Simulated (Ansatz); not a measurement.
# Tl: squeezing one contact

An exercise on one series of results from a longer session: the logs are not shown, and one member is left open.

Program: Ansatz 0.2.0. Level of theory: DFT PBEsol, with the methods named in each step. These are calculated values, not measurements.

2 further runs of the same task are left out: 2 that didn't finish.

## The starting structure

It takes space group Fd-3m (No. 227, cubic). Conventional cell: a = 6.803 Å, b = 6.803 Å, c = 6.803 Å, α = 90.00°, β = 90.00°, γ = 90.00°. Tl (site symmetry -43m) has 4 Tl at 2.95 Å as nearest neighbours.

As a file:

```
CELL_PARAMETERS angstrom
0.00000 3.40172 3.40172
3.40172 0.00000 3.40172
3.40172 3.40172 0.00000
ATOMIC_POSITIONS crystal
Tl 0.87500 0.87500 0.87500
Tl 0.12500 0.12500 0.12500
```

Atoms are numbered in the order of the input: Tl1, Tl2.

Set-up of the first run:

Input file input.yaml:

```yaml
crystal:
  lattice:
    - [0.0, 3.4017220227, 3.4017220227]
    - [3.4017220227, 0.0, 3.4017220227]
    - [3.4017220227, 3.4017220227, 0.0]
  atoms:
    - { symbol: Tl, position: [-0.125, -0.125, -0.125] }
    - { symbol: Tl, position: [0.125, 0.125, 0.125] }
kpoints:
  mp_grid: { grid: [8, 8, 8] }
scf:
  occupations: { method: fermi_dirac, width: 0.05 }
hamiltonian:
  xc: pbesol
  pseudopotentials: { kind: paw }
output:
  forces: true
  stress: true
  eigenvalues: true
  efg: { contact_densities: true }
  populations: true
```

The run is started by

```
> ansatz run input.yaml --threads 1 --pin off --max-ram 2048MiB --backend cpu --events-out ev --progress --plain --runs-dir out
```

Steps of the session up to this table: Shortest bond scaled by 1, PAW; Shortest bond scaled by 1.1, PAW; Shortest bond scaled by 0.7, PAW; Shortest bond scaled by 0.64, PAW; Shortest bond scaled by 0.58, PAW; Shortest bond scaled by 0.58, PAW (source ansatz).

One table of the session follows, with a row left open; its other results are not shown here.

| method | length (Å) | F from the given length (eV/cell) | force along the bond (eV/Å) | pressure (GPa) | largest force (eV/Å) |
| --- | --- | --- | --- | --- | --- |
| PAW | 1.709 | ? | ? | ? | ? |
| PAW | 1.885 | 10.357 | 42.245 | 49.50 | 42.245 |
| PAW | 2.062 | 4.964 | 21.166 | 25.51 | 21.166 |
| PAW | 2.946 | 0.000 | 0.000 | 0.70 | 0.000 |
| PAW | 3.241 | 0.070 | -0.340 | 1.28 | 0.340 |
| PAW (source ansatz) | 1.709 | – | 87.668 | 96.86 | 87.668 |

Estimate the missing values for PAW, 1.709.

The run gave: F from the given length (eV/cell): 21.058; force along the bond (eV/Å): 83.105; pressure (GPa): 91.59; largest force (eV/Å): 83.105.

Limits of these values: Warnings in the runs' records: gradients without spin orbit.
